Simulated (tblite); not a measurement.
# Ge15H18O3: the cost of one run

Computed with tblite 0.8.0 and PySCF 2.14.0 and routines of our own; the level stands in each step. Atoms count from 0.

### 1 The system as given

36 atoms, charge 0, multiplicity 1; geometry from: force field, distance geometry or constructed start.

### 2 Relaxing the molecule with GFN2-xTB

What the job is given:

```
{"job": {"kind": "relax", "xc": "GFN2-xTB", "basis": "xTB"}, "charge": 0, "multiplicity": 1}
Ge    -2.732600    -0.957800    -1.415200
Ge    -0.007600    -3.960700    -1.615500
Ge     0.007800    -1.162200     1.160900
Ge    -1.388600    -2.552600    -0.231100
Ge     0.001900     1.608900    -1.606700
Ge    -1.170000    -0.002100    -2.968600
Ge    -0.004300     1.610300     3.960000
Ge    -2.734100     1.416300     0.957500
Ge    -1.164000     2.963900     0.001200
Ge    -1.390700     0.224100     2.558600
Ge     2.797300    -1.153200    -1.628400
Ge     1.205500    -2.379000    -2.950800
Ge     2.796000     1.627000     1.157000
Ge     1.408500     0.224400    -0.227700
Ge     1.205800     2.955900     2.377200
O     -3.546300     0.191800    -0.184900
O      0.042700     3.759300     1.174300
O      0.041200    -1.176800    -3.758400
H     -3.690400    -1.796700    -2.229600
H     -0.879900    -4.831000    -2.480900
H      0.796000    -4.892600    -0.725300
H      0.873600    -2.033100     2.034400
H     -2.254600    -3.426200     0.659000
H      0.863400     2.484200    -2.490000
H     -1.974600     0.839300    -3.929800
H     -0.888800     2.482700     4.834400
H      0.799000     0.729100     4.895700
H     -3.690400     2.232700     1.799700
H     -1.974500     3.931100    -0.838700
H     -2.256900    -0.652000     3.434200
H      3.752400    -1.948500    -0.758000
H      3.651300    -0.268900    -2.512200
H      2.046400    -3.220400    -3.884700
H      3.655300     2.511100     0.273900
H      3.750000     0.758700     1.945800
H      2.047900     3.885000     3.217600
```

Command:

```sh
$ OMP_NUM_THREADS=2 python large_run.py task.json out
```

This one command runs all jobs of the session in turn.

**Question.** How long does this first job take on 2 threads of Arm Neoverse N1, shared host, and how much memory does it need?

About 11 s, with a peak of 0.17 GiB.
